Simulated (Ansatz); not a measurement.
**C₂H₇AlClInSi: how energies converge with the basis set**

The task here is to estimate one member of a computed series from the others.

Computed with Ansatz 0.2.0, Gaussian basis. Level: one geometry, several basis sets.

Plan: PBE0-D4/def2-SVP; ωB97M-V/def2-SVP; PBE0-D4/def2-QZVPP; ωB97M-V/def2-QZVPP; the functionals' def2-TZVPP values are taken from earlier runs.

1 further run of the same task is left out (it didn't finish).

### Structure used throughout

An earlier PBE0-D4 in a triple-zeta def2 set relaxation fixed the geometry. In takes the def2 core potential; no spin-orbit term is included.

SMILES `[SiH3][AlH]/[C]([InH2])=C/Cl`, 13 atoms, charge 0, spin multiplicity 1.

Atoms are counted from 1 here; the program's logs count them from 0.

Bond lengths: Si1–Al2 2.458 Å, Si1–H7 1.511 Å, Si1–H8 1.490 Å, Si1–H9 1.490 Å, Al2–C3 1.924 Å, Al2–H10 1.588 Å, C3–In4 2.169 Å, C3–C5 1.321 Å, In4–H11 1.721 Å, In4–H12 1.721 Å, C5–Cl6 1.768 Å, C5–H13 1.087 Å. Angles: Al2–Si1–H7 104.8°, Al2–Si1–H8 116.0°, Al2–Si1–H9 116.1°, H7–Si1–H8 105.5°, H7–Si1–H9 105.5°, H8–Si1–H9 107.9°, Si1–Al2–C3 106.9°, Si1–Al2–H10 127.3°, C3–Al2–H10 125.8°, Al2–C3–In4 118.7°, Al2–C3–C5 124.0°, In4–C3–C5 117.3°, C3–In4–H11 117.8°, C3–In4–H12 117.8°, H11–In4–H12 124.4°, C3–C5–Cl6 122.5°, C3–C5–H13 128.6°, Cl6–C5–H13 108.9°.

Geometry (Å):

```mol
C2H7AlClInSi
  3D, bonds by distance, orders not assigned

 13 12  0  0  0  0  0  0  0  0999 V2000
   -2.3322   -0.7286   -0.1450 Si  0  0
   -0.9664    1.3137   -0.0705 Al  0  0
    0.8696    0.7531    0.0513 C   0  0
    1.3104   -1.3708    0.0906 In  0  0
    1.8937    1.5854    0.1136 C   0  0
    3.5672    1.0260    0.2251 Cl  0  0
   -1.3356   -1.8624   -0.0784 H   0  0
   -3.2528   -0.9398    1.0071 H   0  0
   -3.1067   -0.9523   -1.3978 H   0  0
   -1.4790    2.8161   -0.1138 H   0  0
    1.3744   -2.1487    1.6241 H   0  0
    1.5719   -2.1641   -1.4138 H   0  0
    1.8856    2.6723    0.1074 H   0  0
  1  2  8  0
  2  3  8  0
  3  4  8  0
  3  5  8  0
  5  6  8  0
  1  7  8  0
  1  8  8  0
  1  9  8  0
  2 10  8  0
  4 11  8  0
  4 12  8  0
  5 13  8  0
M  END
```

The first run:

File in.yaml:

```yaml
crystal:
  periodic: [false, false, false]
  atoms:
    - {symbol: Si, position_ang: [-2.332248, -0.728564, -0.145015]}
    - {symbol: Al, position_ang: [-0.966387, 1.313717, -0.070477]}
    - {symbol: C, position_ang: [0.869618, 0.753083, 0.051308]}
    - {symbol: In, position_ang: [1.310377, -1.370790, 0.090617]}
    - {symbol: C, position_ang: [1.893668, 1.585385, 0.113609]}
    - {symbol: Cl, position_ang: [3.567208, 1.026020, 0.225055]}
    - {symbol: H, position_ang: [-1.335550, -1.862359, -0.078414]}
    - {symbol: H, position_ang: [-3.252764, -0.939767, 1.007133]}
    - {symbol: H, position_ang: [-3.106735, -0.952289, -1.397759]}
    - {symbol: H, position_ang: [-1.479032, 2.816087, -0.113809]}
    - {symbol: H, position_ang: [1.374416, -2.148742, 1.624125]}
    - {symbol: H, position_ang: [1.571855, -2.164120, -1.413786]}
    - {symbol: H, position_ang: [1.885553, 2.672349, 0.107423]}
basis:
  gaussian: {orbitals: def2-SVP}
hamiltonian: {xc: pbe0, dispersion: d4}
output: {orbitals: {seedname: orbitals}}
```

On the command line:

```
$ ansatz run in.yaml --threads 2 --pin off --events-out ev --progress --plain --max-ram 22528MiB --backend cpu
```

Steps of the session up to this table: PBE0-D4 in def2-SVP; ωB97M-V in def2-SVP; PBE0-D4 in def2-QZVPP; ωB97M-V in def2-QZVPP.

One table of the session follows, with a row left open; its other results are not shown here.

It belongs to the step «Density functionals: the series». 

```
functional       basis  HOMO (eV)  LUMO (eV)
   PBE0-D4    def2-SVP      -7.24      -2.33
   PBE0-D4  def2-TZVPP      -7.23      -2.38
   PBE0-D4  def2-QZVPP          ?          ?
   ωB97M-V    def2-SVP      -9.27      -0.60
   ωB97M-V  def2-TZVPP      -9.30      -0.70
   ωB97M-V  def2-QZVPP      -9.31      -0.75
```

Q: Estimate the row for PBE0-D4, def2-QZVPP from the others.

The run gave: HOMO (eV): -7.24; LUMO (eV): -2.39.
